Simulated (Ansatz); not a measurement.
# SnSe (SMILES [Se][Sn]): wB97M-V/STO-3G

What is the energy change on altering one bond length of SnSe at wB97M-V/STO-3G? 

Program for the calculation: Ansatz 0.2.0.

53 further runs of the same task are left out: 14 that didn't finish, 39 set aside as unsound or not needed.

### 1 The system as given

SnSe has 2 atoms, charge 0, and is taken as a singlet. SMILES: `[Se][Sn]`. Geometry: a GFN2-xTB relaxation, a rough one for these elements and not checked as a minimum.

Bond lengths: Se1–Sn2 2.338 Å.

### 2 A single-point energy at wB97M-V/STO-3G

in.yaml reads:

```yaml
basis:
  gaussian: {orbitals: STO-3G}
crystal:
  periodic: [false, false, false]
  atoms:
    - {symbol: Se, position_ang: [0.000000, 0.000000, 0.000000]}
    - {symbol: Sn, position_ang: [0.000000, 0.000000, 2.338340]}
accuracy: high
hamiltonian: {xc: {name: wB97M-V}}
```

The run is started by

```sh
$ ansatz run in.yaml --threads 1 --pin off --max-ram 2610MiB --events-out events.jsonl --progress --plain --runs-dir runs
```

The program printed:

```text
Warning: RAYON_NUM_THREADS=1 ignored (pool sized by the plan → 1); use --threads N
Functional definition: wB97M-V
  name "wB97M-V"
  parameter omega = 0.3/bohr
  parameter cx = 0.15
  parameter cx01 = 1.007
  parameter cx10 = 0.259
  parameter css00 = 0.443
  parameter css04 = -1.437
  parameter css10 = -4.535
  parameter css20 = -3.390
  parameter css43 = 4.278
  parameter cos00 = 1.000
  parameter cos10 = 1.358
  parameter cos20 = 2.924
  parameter cos21 = -8.812
  parameter cos60 = -1.390
  parameter cos61 = 9.142
  parameter b = 6.0
  parameter c = 0.01
  gx(w, u) = 1 - cx + cx01*u + cx10*w
  gss(w, u) = css00 + css04*u^4 + css10*w + css20*w^2 + css43*w^4*u^3
  gos(w, u) = cos00 + cos10*w + (cos20 + cos21*u)*w^2 + (cos60 + cos61*u)*w^6
  exchange = spin_sum(e_x_unif_sr(omega)*gx(b97_w, b97_u_x)) + cx*exact_x_sr(omega) + exact_x_lr(omega)
  correlation = spin_sum(e_c_pw_mod_same_spin*gss(b97_w, b97_u_same))
      + integral(e_c_pw_mod_opposite_spin*gos(b97_w_opposite, b97_u_opposite)) + vv10(b, c)
711 factors; integrals over basis functions are off by at most 1.0e-8 eV
126 factors; integrals over basis functions are off by at most 1.4e-9 eV
mean field evaluation 1: about -226950.6710 eV, gradient 2.1e1 eV
mean field evaluation 2: about -226943.4237 eV, gradient 5.1e1 eV
mean field evaluation 4: about -226954.3249 eV, gradient 5.2e-1 eV
mean field evaluation 8: about -226954.3148 eV, gradient 2.3e-3 eV
mean field evaluation 16: about -226954.3148 eV, gradient 1.6e-7 eV
mean field -226954.31479819 eV, -8340.4172336738 hartree, gradient 2.9e-8 eV, S^2 0.000000; 0 other end points of the search recorded, 0 dependent functions left out
reference -226954.31480032 eV, -8340.4172337518 hartree; 42, 42 occupied and 3, 3 virtual orbitals, 711 factors
Total energy: -226954.31480032 eV, -8340.4172337518 hartree
```

It took 23 s on 1 thread of Arm Neoverse V1, shared host; peak memory 0.3 GiB.

### 3 The distorted shape

run.yaml reads:

```yaml
crystal:
  periodic: [false, false, false]
  atoms:
    - {symbol: Se, position_ang: [0.000000, 0.000000, -0.584560]}
    - {symbol: Sn, position_ang: [0.000000, 0.000000, 2.338340]}
basis:
  gaussian:
    orbitals: STO-3G
accuracy: high
hamiltonian:
  xc: {name: wB97M-V}
```

The run is started by

```sh
$ ansatz run run.yaml --threads 1 --pin off --max-ram 2610MiB --events-out events.jsonl --progress --plain --runs-dir runs
```

The program printed (excerpt; [...] marks lines left out):

```text
Warning: RAYON_NUM_THREADS=1 ignored (pool sized by the plan → 1); use --threads N
Functional definition: wB97M-V
  name "wB97M-V"
[...]
  gx(w, u) = 1 - cx + cx01*u + cx10*w
  gss(w, u) = css00 + css04*u^4 + css10*w + css20*w^2 + css43*w^4*u^3
  gos(w, u) = cos00 + cos10*w + (cos20 + cos21*u)*w^2 + (cos60 + cos61*u)*w^6
[...]
      + integral(e_c_pw_mod_opposite_spin*gos(b97_w_opposite, b97_u_opposite)) + vv10(b, c)
687 factors; integrals over basis functions are off by at most 9.5e-9 eV
126 factors; integrals over basis functions are off by at most 1.9e-9 eV
[...]
mean field -226950.95455762 eV, -8340.2937471105 hartree, gradient 6.1e-9 eV, S^2 0.000000; 0 other end points of the search recorded, 0 dependent functions left out
reference -226950.95455987 eV, -8340.2937471931 hartree; 42, 42 occupied and 3, 3 virtual orbitals, 687 factors
Total energy: -226950.95455987 eV, -8340.2937471931 hartree
```

It took 22 s on 1 thread of Arm Neoverse V1, shared host; peak memory 0.3 GiB.

### 4 What came out

At wB97M-V/STO-3G:

```
                                                           quantity           value
                                          first shape: total energy  -8340.41723 Eh
                                      distorted shape: total energy  -8340.29375 Eh
energy change with the Se1–Sn2 bond stretched from 2.338 to 2.923 Å        3.360 eV
```

In words: With the Se1–Sn2 bond stretched from 2.338 to 2.923 Å the energy rises by 3.36 eV (77 kcal/mol). The first shape isn't relaxed at this level, so the change isn't measured from a minimum. The minimal basis adds a large error of its own. Relativity is left out (first shape) although the molecule holds a heavy atom. Relativity is left out (distorted shape) although the molecule holds a heavy atom.
